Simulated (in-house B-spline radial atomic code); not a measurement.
**Mn: ionisation energy by several methods**

One table from this session's results is given with a row withheld; the runs are named, their logs left out.

Program: in-house B-spline radial atomic code version 1. Level of theory: scalar-relativistic (X2C), several functionals, spin-polarised; spherical all-electron atom at the radial basis limit. These are calculated values, not measurements, unless marked.

## The atom as given

```
element       : manganese (Z = 25)
charge        : 0
electrons     : 25
configuration : [Ar] 3d5 4s2
nucleus       : Fermi, rms radius 3.706 fm
```

Outer shells as boxes (Hund's rule):

[Ar] 3d5 4s2
```
[Ar] core
3d [↑ ][↑ ][↑ ][↑ ][↑ ]
4s [↑↓]
```

Where spins are not typed, each open shell is filled with up spins first.

Set-up of the first run:

The run's settings:

```ini
Z = 25
electrons = 25.0
configuration = [Ar] 3d5 4s2
hamiltonian = x2c
method = pbesol
spin_polarised = True
nucleus = fermi
rms_radius = 3.7057
mass_number = 55
atomic_mass = 54.93804304
speed_of_light = 137.035999084
```

Among the steps run: PBEsol, a GGA; r2SCAN, a meta-GGA; LC-ωPBE, a range-separated hybrid; Hartree-Fock; M06-2X, a global hybrid; PBE, a GGA; r2SCAN0, a global hybrid; exchange-only LDA; BP86, a GGA; revTPSS, a meta-GGA.

One table of the session follows, with a row left open; its other results are not shown here.

| method | ΔSCF (eV) |
| --- | --- |
| exchange-only LDA | ? |
| PBEsol | 7.184 |
| PBE | 7.234 |
| BP86 | 7.455 |
| r2SCAN | 6.944 |
| revTPSS | 7.110 |
| M06-2X | 8.099 |
| r2SCAN0 | 6.957 |
| LC-ωPBE | 6.978 |
| Hartree-Fock | 6.021 |

Q: Estimate the row for exchange-only LDA from the others.

The run gave: ΔSCF (eV): 6.059. In the column «ΔSCF (eV)» it lies between Hartree-Fock (6.021) and r2SCAN (6.944).

Limits of these values: Meta-GGA runs start from a PBE run whose iterations are not counted. Mean absolute error by rung (exchange-only levels left out): GGA 0.16 eV, meta-GGA 0.41 eV, global hybrid 0.57 eV, range-separated hybrid 0.46 eV, Hartree-Fock 1.41 eV. Relativistic terms that these runs lack can be as large as the gaps between close methods, so the nearest may be so by luck.
